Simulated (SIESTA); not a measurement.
An input for SIESTA 5.4.2 (Be):

File Be.fdf:

```
SystemName                      Be
SystemLabel                     Be
NumberOfSpecies                 1
NumberOfAtoms                   1
%block ChemicalSpeciesLabel
  1   4 Be
%endblock ChemicalSpeciesLabel

LatticeConstant                 1.0 Ang
%block LatticeVectors
    -1.2128541791     1.2008457219     1.2008457219
     1.2128541791    -1.2008457219     1.2008457219
     1.2128541791     1.2008457219    -1.2008457219
%endblock LatticeVectors
AtomicCoordinatesFormat         Fractional
%block AtomicCoordinatesAndAtomicSpecies
     0.0000000000     0.0000000000     0.0000000000  1  Be
%endblock AtomicCoordinatesAndAtomicSpecies

%block kgrid.MonkhorstPack
   11   0   0  0.0
    0  11   0  0.0
    0   0  11  0.0
%endblock kgrid.MonkhorstPack
XC.Functional                   GGA
XC.Authors                      PBE
PAO.BasisSize                   DZP
PAO.EnergyShift                 0.002 Ry
Mesh.Cutoff                     800 Ry
OccupationFunction              FD
ElectronicTemperature           0.05 eV
MaxSCFIterations                120
SCF.MustConverge                false
SCF.Mixer.Method                Pulay
SCF.Mixer.Weight                0.25
SCF.Mixer.History               8
SCF.DM.Tolerance                1.0e-05
SCF.H.Tolerance                 1.0e-04 eV
WriteForces                     true
Charge.Mulliken                 end
```

Potentials or basis: SPMS 1.0 NC or PseudoDojo by element (PBE files), DZP (energy shift 0.002 Ry).

The run is started by

```console
$ siesta Be.fdf > Be.out 2>&1
```

Problem. Does this run start?

Solution. The run stopped without a result. It printed:

Be.out:

```text
Version         : 5.4.2

                           ***********************
                           *  WELCOME TO SIESTA  *
                           ***********************

 NOTE: Siesta V5 introduces some new defaults for basis-set generation
 NOTE: which might lead to slightly different numerical results.
 NOTE: Please see the manual for full details and compatibility measures.

[... 133 lines left out ...]
POLgen: Polarization orbital for state 2s
 POLARIZATION: Iteration to find the polarization
 orbital has failed !!!!!!!!!
 Please try with a Rc no bigger than    1.0971940823919999       Bohr
 ... or try the non-perturbative options (see manual)
Generation of polarization orbital failed
Stopping Program from Node:    0
Generation of polarization orbital failed
Stopping Program from Node:    0

Program received signal SIGABRT: Process abort signal.

Backtrace for this error:
```
